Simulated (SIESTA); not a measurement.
BaSrZr2O6 under changes of volume

One of the cells (15.097 Å³/atom); the others are scaled copies at fixed shape and fractional positions:

```xyz
10
Lattice="4.2264 0.0000 0.0000 0.0000 4.2264 0.0000 0.0000 0.0000 8.4520" Properties=species:S:1:pos:R:3 pbc="T T T"
Ba    2.1132    2.1132    0.0000
Zr    0.0000    0.0000    2.1392
Zr    0.0000    0.0000    6.3127
Sr    2.1132    2.1132    4.2260
O     0.0000    2.1132    2.1606
O     0.0000    2.1132    6.2914
O     0.0000    0.0000    0.0000
O     0.0000    0.0000    4.2260
O     2.1132    0.0000    2.1606
O     2.1132    0.0000    6.2914
```

The cell comes from a database or a generator and needn't be the stable form of this composition.

```yaml
Program: SIESTA 5.4.2
Functional: LDA
Potentials_or_basis: PseudoDojo 0.4 standard (LDA files)
Basis: DZP (energy shift 0.003 Ry; two zetas on semicore shells; d shell added on Ba, Sr)
Grid_cutoff: 800 Ry
Energy_shift: 0.003 Ry
k_mesh: 4 × 4 × 2
Occupations: fermi-dirac, width 0.05 eV
Spin: no spin polarisation
```

| volume (Å³/atom) | energy over the lowest point (meV/atom) | pressure (GPa) | gap on the mesh (eV) | largest force (eV/Å) |
| --- | --- | --- | --- | --- |
| 14.191 | 0.00 | 0.9 | 3.02 | 0.153 |
| 14.493 | 1.83 | -2.7 | 2.98 | 0.107 |
| 14.795 | 10.01 | -5.9 | 2.94 | 0.064 |
| 15.097 | ? | ? | ? | ? |
| 15.399 | 42.75 | -11.3 | 2.86 | 0.008 |
| 15.701 | 66.16 | -13.5 | 2.82 | 0.041 |
| 16.003 | 93.63 | -15.5 | 2.78 | 0.073 |

Q: What does the run at 15.097 Å³/atom give?

A: Energy over the lowest point 23.88 meV/atom; pressure -8.8 GPa; gap on the mesh 2.90 eV; largest force 0.026 eV/Å.

Worked out: A Birch-Murnaghan fit of order 3 (a polynomial in V^(-2/3)) to the other rows has its minimum at 14.26 Å³/atom with B0 = V·E''(V) = 173 GPa and B' = 4.3 at fixed shape and positions, which overstates the stiffness. It gives 23.85 meV/atom at 15.097 Å³/atom, against the run's 23.88, and -dE/dV = -8.7 GPa, against -8.8. A straight line through the other rows of the gap, of slope -2 eV per unit of ln V, gives 2.90 eV, against the run's 2.90.

Energies are extrapolated to zero smearing.

Caveats: this set's barium file shifts pressures by up to 1 GPa against other sets; spin-orbit coupling is left out, which moves the levels of the heavy elements; the basis of atomic orbitals isn't converged, which shifts pressures, moduli and gaps.

A mesh can miss the band edges.
